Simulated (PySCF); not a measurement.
# AuH4O2 (Au(H2O)2+): the cost of one run

Computed with PySCF 2.14.0. Level: B3LYP, Au def2-SVP with ECP60, O def2-SVP, H def2-SVP; scalar-relativistic core potentials, no spin–orbit coupling.

1 further run of the same task is left out (for a known fault of the program).

## Step 1: Where the work starts

7 atoms, charge 1, spin multiplicity 1.

Bond lengths: Au1–O2 2.084 Å, Au1–O5 2.084 Å, O2–H3 0.972 Å, O2–H4 0.972 Å, O5–H6 0.972 Å, O5–H7 0.972 Å. Angles: O2–Au1–O5 177.9°, Au1–O2–H3 119.2°, Au1–O2–H4 119.3°, H3–O2–H4 108.2°, Au1–O5–H6 119.5°, Au1–O5–H7 119.3°, H6–O5–H7 108.3°.

Coordinates:

| atom | x (Å) | y (Å) | z (Å) |
| --- | --- | --- | --- |
| Au1 | 0.0308 | 0.0278 | 0.0021 |
| O2 | -0.0401 | 0.0328 | 2.0853 |
| H3 | 0.7209 | 0.3752 | 2.5846 |
| H4 | -0.3841 | -0.7476 | 2.5521 |
| O5 | 0.1024 | 0.1006 | -2.0796 |
| H6 | 0.4538 | -0.6592 | -2.5741 |
| H7 | -0.6565 | 0.4595 | -2.5703 |

Formal oxidation states: Au +1. An earlier session relaxed this geometry at B3LYP, Au def2-SVP with ECP60, O def2-SVP, H def2-SVP (singlet, point group C1).

Its energy there is -288.283212 Eh.

## Step 2: Multiplicity 3 at the relaxed geometry

The input, run.py (the lines that set the calculation):

```python
mol = gto.M(atom='''
Au     0.03079     0.02778     0.00211
O     -0.04005     0.03282     2.08528
H      0.72086     0.37518     2.58457
H     -0.38407    -0.74764     2.55206
O      0.10238     0.10059    -2.07964
H      0.45376    -0.65918    -2.57412
H     -0.65654     0.45947    -2.57027''',
    basis={'Au': 'def2-SVP', 'O': 'def2-SVP', 'H': 'def2-SVP'},
    ecp={'Au': 'def2-SVP'},
    charge=1, spin=2)
mf = dft.UKS(mol, xc='B3LYP')
mf.grids.atom_grid = (50, 194)
mf = mf.density_fit()  # fitting sets: Au def2-universal-JKFIT, O def2-universal-JKFIT, H def2-universal-JKFIT
mf.conv_tol = 1e-08; mf.max_cycle = 55
mf.kernel(dm0)  # dm0: free metal ions and neutral atoms
```

Command:

```
$ OMP_NUM_THREADS=2 python run.py
```

**Question.** How long does this run take on 2 threads of Intel Xeon at 2.50GHz (Skylake/Cascade Lake), shared host?

About 13 s.
